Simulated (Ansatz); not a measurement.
# FH₃OSiZn: a ladder of functionals and wavefunction methods

The task here is to estimate one member of a computed series from the others.

Program: Ansatz 0.2.0, Gaussian basis. Level of theory: functionals in def2-TZVPP, the program's frozen cores in correlated methods. These are calculated values, not measurements.

Levels to be run: LDA (SPW92), PBE-D4, revPBE-D4, BLYP-D4, r2SCAN-D4, B97M-V, PBE0-D4, B3LYP-D4, r2SCANh-D4, r2SCAN0-D4, HSE06-D4, BHLYP-D4, CAM-B3LYP-D4, LC-ωPBE, ωB97X-V, ωB97M-V, B2PLYP, PBE-QIDH; CCSD(T)/def2-SVP; CCSD(T)/def2-TZVPP; MP2/def2-QZVPP; extrapolation to the limit; RPA on PBE.

## The relaxed structure

The geometry comes from an earlier relaxation with PBE0-D4 in a triple-zeta def2 set; it is a stationary point, not always the lowest conformer.

SMILES `[F][Zn][O][SiH3]`, 7 atoms, charge 0, spin multiplicity 1.

Atoms are counted from 1 here; the program's logs count them from 0.

Bond lengths: F1–Zn2 1.735 Å, Zn2–O3 1.746 Å, O3–Si4 1.628 Å, Si4–H5 1.486 Å, Si4–H6 1.491 Å, Si4–H7 1.491 Å. Angles: F1–Zn2–O3 177.5°, Zn2–O3–Si4 142.6°, O3–Si4–H5 108.8°, O3–Si4–H6 111.3°, O3–Si4–H7 111.3°, H5–Si4–H6 108.8°, H5–Si4–H7 108.8°, H6–Si4–H7 107.7°.

The first run:

File in.yaml:

```yaml
crystal:
  periodic: [false, false, false]
  atoms:
    - {symbol: F, position_ang: [-0.271853, -3.235043, 1.835936]}
    - {symbol: Zn, position_ang: [-0.419394, -1.764058, 0.927580]}
    - {symbol: O, position_ang: [-0.642233, -0.299747, 0.002722]}
    - {symbol: Si, position_ang: [0.148355, 1.009144, -0.555463]}
    - {symbol: H, position_ang: [-0.806178, 1.856432, -1.316018]}
    - {symbol: H, position_ang: [0.720866, 1.812995, 0.561811]}
    - {symbol: H, position_ang: [1.270428, 0.620266, -1.456567]}
basis:
  gaussian: {orbitals: def2-TZVPP}
hamiltonian: {xc: lda}
output: {orbitals: {seedname: orbitals}}
```

Steps of the session up to this table: LDA; PBE-D4 (GGA); revPBE-D4 (GGA); BLYP-D4 (GGA); r2SCAN-D4 (meta-GGA); B97M-V (meta-GGA); PBE0-D4 (hybrid); B3LYP-D4 (hybrid); r2SCANh-D4 (hybrid); r2SCAN0-D4 (hybrid); HSE06-D4 (hybrid); BHLYP-D4 (hybrid); CAM-B3LYP-D4 (range-separated); LC-ωPBE (range-separated); ωB97X-V (range-separated); ωB97M-V (range-separated); B2PLYP (double hybrid); PBE-QIDH (double hybrid).

One table of the session follows, with a row left open; its other results are not shown here.

It belongs to the step «Orbital energies across the functionals». 

| functional | HOMO (eV) | LUMO (eV) | gap (eV) |
| --- | --- | --- | --- |
| LDA (SPW92) | -7.33 | -2.95 | 4.37 |
| PBE-D4 | -7.18 | -2.67 | 4.52 |
| revPBE-D4 | -7.12 | -2.55 | 4.58 |
| BLYP-D4 | -7.11 | -2.67 | 4.45 |
| r2SCAN-D4 | -7.52 | -2.36 | 5.16 |
| B97M-V | -7.61 | -2.64 | 4.98 |
| PBE0-D4 | -8.62 | -1.70 | 6.92 |
| B3LYP-D4 | -8.42 | -2.06 | 6.36 |
| r2SCANh-D4 | -8.05 | -2.01 | 6.04 |
| r2SCAN0-D4 | -8.85 | -1.51 | 7.34 |
| HSE06-D4 | ? | ? | ? |
| BHLYP-D4 | -10.00 | -0.92 | 9.08 |
| CAM-B3LYP-D4 | -10.07 | -0.81 | 9.26 |
| LC-ωPBE | -11.40 | 0.56 | 11.96 |
| ωB97X-V | -11.06 | 0.34 | 11.41 |
| ωB97M-V | -10.93 | 0.03 | 10.96 |

**Question.** Estimate the row for HSE06-D4.

The run gave: HOMO (eV): -8.21; LUMO (eV): -2.07; gap (eV): 6.14. In the column «HOMO (eV)» it lies between B3LYP-D4 (-8.42) and r2SCANh-D4 (-8.05).
